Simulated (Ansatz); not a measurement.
**CH3BO2S: small, medium and large basis sets**

One table from this session's results is given with a row withheld; the runs are named, their logs left out.

The runs use Ansatz 0.2.0, Gaussian basis; one geometry, several basis sets.

Plan: PBE0-D4/def2-SVP; ωB97M-V/def2-SVP; PBE0-D4/def2-QZVPP; ωB97M-V/def2-QZVPP; the functionals' def2-TZVPP values are taken from earlier runs.

**Structure used throughout**

The geometry comes from an earlier relaxation with PBE0-D4 in a triple-zeta def2 set; it is a stationary point, not always the lowest conformer.

SMILES `OB1OC1S`, 8 atoms, charge 0, spin multiplicity 1.

Atoms are counted from 1 here; the program's logs count them from 0.

Bond lengths: O1–B2 1.338 Å, O1–H6 0.960 Å, B2–O3 1.332 Å, B2–C4 1.514 Å, O3–C4 1.522 Å, C4–S5 1.757 Å, C4–H7 1.086 Å, S5–H8 1.346 Å. Angles: B2–O1–H6 114.0°, O1–B2–O3 137.8°, O1–B2–C4 157.9°, O3–B2–C4 64.3°, B2–O3–C4 63.7°, B2–C4–O3 52.0°, B2–C4–S5 122.1°, B2–C4–H7 121.7°, O3–C4–S5 117.6°, O3–C4–H7 110.6°, S5–C4–H7 114.8°, C4–S5–H8 98.2°.

The first run:

File in.yaml:

```yaml
crystal:
  periodic: [false, false, false]
  atoms:
    - {symbol: O, position_ang: [-1.528396, 0.636981, 1.489973]}
    - {symbol: B, position_ang: [-0.537231, 0.060025, 0.801481]}
    - {symbol: O, position_ang: [0.057577, -1.129828, 0.738997]}
    - {symbol: C, position_ang: [0.580507, -0.063511, -0.212313]}
    - {symbol: S, position_ang: [0.267007, -0.277979, -1.927505]}
    - {symbol: H, position_ang: [-1.692327, 1.550526, 1.246281]}
    - {symbol: H, position_ang: [1.604591, 0.199120, 0.034015]}
    - {symbol: H, position_ang: [1.340372, -1.032233, -2.226729]}
basis:
  gaussian: {orbitals: def2-SVP}
hamiltonian: {xc: pbe0, dispersion: d4}
output: {orbitals: {seedname: orbitals}}
```

Run with:

```console
$ ansatz run in.yaml --threads 2 --pin off --events-out ev --progress --plain --max-ram 4352MiB
```

Steps of the session up to this table: PBE0-D4 in def2-SVP; ωB97M-V in def2-SVP; PBE0-D4 in def2-QZVPP; ωB97M-V in def2-QZVPP.

One of the session's tables, all rows but one given; the rest of the session is left out.

It belongs to the step «Density functionals: the series». 

| functional | basis | HOMO (eV) | LUMO (eV) |
| --- | --- | --- | --- |
| PBE0-D4 | def2-SVP | ? | ? |
| PBE0-D4 | def2-TZVPP | -7.38 | 0.03 |
| PBE0-D4 | def2-QZVPP | -7.42 | -0.18 |
| ωB97M-V | def2-SVP | -9.42 | 2.52 |
| ωB97M-V | def2-TZVPP | -9.59 | 1.52 |
| ωB97M-V | def2-QZVPP | -9.64 | 1.07 |

Estimate the missing values for PBE0-D4, def2-SVP.

As computed: HOMO (eV): -7.23; LUMO (eV): 0.61. In the column «HOMO (eV)» it is the highest.
